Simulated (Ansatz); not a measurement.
# C₃H₆AlCl: up Jacob's ladder to CCSD(T)

An exercise on one series of results from a longer session: the logs are not shown, and one member is left open.

The runs use Ansatz 0.2.0, Gaussian basis; functionals in def2-TZVPP, the program's frozen cores in correlated methods.

The runs, in order: PBE-D4, r2SCAN-D4, PBE0-D4, B3LYP-D4, ωB97X-V, ωB97M-V, B2PLYP; CCSD(T)/def2-TZVPP; MP2/def2-QZVPP; extrapolation to the limit.

### The geometry

The geometry comes from an earlier relaxation with PBE0-D4 in a triple-zeta def2 set; it is a stationary point, not always the lowest conformer.

SMILES `C/C(Cl)=[CH]\[AlH2]`, 11 atoms, charge 0, spin multiplicity 1.

Atoms are counted from 1 here; the program's logs count them from 0.

Bond lengths: C1–C2 1.487 Å, C1–H6 1.093 Å, C1–H7 1.090 Å, C1–H8 1.093 Å, C2–Cl3 1.751 Å, C2–C4 1.335 Å, C4–Al5 1.934 Å, C4–H9 1.089 Å, Al5–H10 1.585 Å, Al5–H11 1.587 Å. Angles: C2–C1–H6 110.3°, C2–C1–H7 110.9°, C2–C1–H8 110.3°, H6–C1–H7 109.1°, H6–C1–H8 107.0°, H7–C1–H8 109.1°, C1–C2–Cl3 111.7°, C1–C2–C4 128.2°, Cl3–C2–C4 120.1°, C2–C4–Al5 125.7°, C2–C4–H9 115.7°, Al5–C4–H9 118.7°, C4–Al5–H10 118.3°, C4–Al5–H11 121.1°, H10–Al5–H11 120.6°.

Set-up of the first run:

in.yaml reads:

```yaml
crystal:
  periodic: [false, false, false]
  atoms:
    - {symbol: C, position_ang: [-0.681018, -1.352151, 0.174681]}
    - {symbol: C, position_ang: [-0.006012, -0.281905, 0.956697]}
    - {symbol: Cl, position_ang: [0.035141, -0.656810, 2.666443]}
    - {symbol: C, position_ang: [0.531176, 0.854609, 0.507993]}
    - {symbol: Al, position_ang: [0.575453, 1.428789, -1.337982]}
    - {symbol: H, position_ang: [-1.706975, -1.488095, 0.526249]}
    - {symbol: H, position_ang: [-0.696951, -1.106830, -0.887685]}
    - {symbol: H, position_ang: [-0.165870, -2.305912, 0.314437]}
    - {symbol: H, position_ang: [0.976181, 1.497441, 1.265375]}
    - {symbol: H, position_ang: [1.251118, 2.822459, -1.675673]}
    - {symbol: H, position_ang: [-0.046943, 0.531304, -2.489834]}
basis:
  gaussian: {orbitals: def2-TZVPP}
hamiltonian: {xc: pbe, dispersion: d4}
output: {forces: true, orbitals: {seedname: orbitals}}
```

Run with:

```console
$ ansatz run in.yaml --threads 4 --pin off --events-out ev --progress --plain --max-ram 10444MiB
```

Among the steps run: PBE-D4 (GGA); r2SCAN-D4 (meta-GGA); PBE0-D4 (hybrid); B3LYP-D4 (hybrid); ωB97X-V (range-separated); ωB97M-V (range-separated); B2PLYP (double hybrid); CCSD(T) in def2-TZVPP; MP2 in def2-QZVPP.

One table of the session follows, with a row left open; its other results are not shown here.

```
            method  atomisation energy (kJ/mol)
            PBE-D4                       4044.4
         r2SCAN-D4                       3986.5
           PBE0-D4                       3986.5
          B3LYP-D4                       3959.9
           ωB97X-V                       3969.9
           ωB97M-V                       3975.7
            B2PLYP                       3918.3
     HF/def2-TZVPP                       2945.3
    MP2/def2-TZVPP                       3928.6
   CCSD/def2-TZVPP                       3802.2
CCSD(T)/def2-TZVPP                       3864.6
           MP2/CBS                       4024.9
       CCSD(T)/CBS                            ?
```

**Question.** Estimate the row for CCSD(T)/CBS.

The run gave: atomisation energy (kJ/mol): 3960.9. In the column «atomisation energy (kJ/mol)» it lies between B3LYP-D4 (3959.9) and ωB97X-V (3969.9).

Limits of these values: Free atoms (3 C, 1 Cl, 1 Al, 6 H) were run apart at each level; the atomisation energy is their sum less the molecule, without zero-point or spin-orbit terms.
